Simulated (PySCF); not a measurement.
# A diatomic session: RbP+

One table from this session's results is given with a row withheld; the runs are named, their logs left out.

The runs use PySCF 2.14.0; Rb jorge-DZP-DKH, P jorge-DZP-DKH, spin-free X2C with a Gaussian nucleus.

Set-up of the first run:

The job is set up so:

```yaml
atoms: Rb, P
charge: 1
basis: Rb jorge-DZP-DKH, P jorge-DZP-DKH
Hamiltonian: spin-free X2C with a Gaussian nucleus
basis_functions: 60
electrons_treated: 51
masses_in_u: 84.9118, 30.9738
levels: PBE0, PBE, r²SCAN, r²SCANh, PBEsol, M06-2X, ωB97X, HF, MP2, SCS-MP2, CCSD, CCSD(T)
grid: 80 radial by 434 angular points
occupations: held fixed by the projection of orbital angular momentum
dissociation_limit: Rb+ + P, each in its ground configuration
starting_distance_in_angstrom: 3.225
values_of_2S_to_try: 1, 3
```

Run with:

```bash
OMP_NUM_THREADS=1 python dia.py task.json out
```

Among the steps run: Input; The PBE0 curve of the state that the search chose; Higher solutions at PBE0; PBE; r²SCAN (meta-GGA); r²SCANh (hybrid meta-GGA); PBEsol (GGA); M06-2X; ωB97X (range-separated hybrid); UHF (mean field); Correlated methods on the Hartree–Fock reference.

One table of the session follows, with a row left open; its other results are not shown here.

Energy (eV) from each level's lowest point:

| R (Å) | UHF | UHF-MP2 | UHF-SCS-MP2 | UHF-CCSD | UHF-CCSD(T) |
| --- | --- | --- | --- | --- | --- |
| 3.299 | 0.121 | 0.094 | 0.101 | n/a | n/a |
| 3.452 | 0.061 | 0.045 | 0.049 | 0.049 | 0.048 |
| 3.606 | 0.027 | 0.017 | 0.020 | 0.020 | 0.020 |
| 3.721 | ? | ? | ? | ? | ? |
| 3.836 | 0.004 | 0.001 | 0.002 | 0.002 | 0.002 |
| 3.951 | 0.000 | 0.000 | 0.000 | 0.000 | 0.000 |
| 4.104 | 0.000 | 0.002 | 0.001 | 0.001 | 0.001 |
| 4.296 | 0.004 | 0.008 | 0.006 | 0.006 | 0.006 |
| 4.527 | 0.011 | 0.017 | 0.014 | 0.015 | 0.015 |

Estimate the missing values for R (Å) = 3.721.

Worked estimate for «UHF». A straight line through the neighbours (3.606, 0.027) and (3.836, 0.004) gives 0.027 + (0.004 − 0.027) × (3.721 − 3.606) / (3.836 − 3.606) = 0.015; a parabola fitted to 4 rows on both sides gives 0.012.

As computed: UHF: 0.012; UHF-MP2: 0.007; UHF-SCS-MP2: 0.008; UHF-CCSD: 0.008; UHF-CCSD(T): 0.008. In «UHF» the line misses by +0.003 and the parabola by 0.000.

Limits of these values: The bond is weak, and basis-set superposition, which was not computed, may be a sizeable part of it.
